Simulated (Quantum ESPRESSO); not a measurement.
Crystal: BiTe.

```
Bi Te
1.0
     0.00000    3.23500    3.23500
     3.23500    0.00000    3.23500
     3.23500    3.23500    0.00000
Bi Te
1 1
Direct
  0.00000 0.00000 0.00000
  0.50000 0.50000 0.50000
```

```yaml
Program: Quantum ESPRESSO 7.5
Task: single point
Functional: PBEsol
Potentials_or_basis: PseudoDojo 0.4.1 SR PBEsol standard
Cutoff: 1088 eV
Density_cutoff: 4354 eV
k_mesh: 7 × 7 × 7
Occupations: fermi-dirac, width 0.05 eV
Spin: no spin polarisation
```

On this cell: pressure -1.5 GPa; largest force zero by symmetry; band gap on the k mesh none (metal or under the smearing width).

The same run follows on a disturbed copy (atoms moved at random, drawn with an rms of 0.05 Å):

```
Bi Te
1.0
     0.00000    3.23500    3.23500
     3.23500    0.00000    3.23500
     3.23500    3.23500    0.00000
Bi Te
1 1
Direct
  0.98294 0.99120 0.02381
  0.49611 0.49225 0.50219
```

Task: What changes?

Result: The energy (extrapolated to zero smearing) moves by +4.9 meV/atom; pressure -1.4 GPa; largest force 0.230 eV/Å; band gap on the k mesh none (metal or under the smearing width).

Forces in eV/Å, atoms in the order of the input:
```
Bi  -0.180 -0.073  0.123
Te   0.180  0.073 -0.123
```

Stress tensor (GPa, compression positive):
```
-1.33 -0.05  0.09
-0.05 -1.41  0.04
 0.09  0.04 -1.38
```

Caveats: spin-orbit coupling is left out, which moves the levels of the heavy elements.
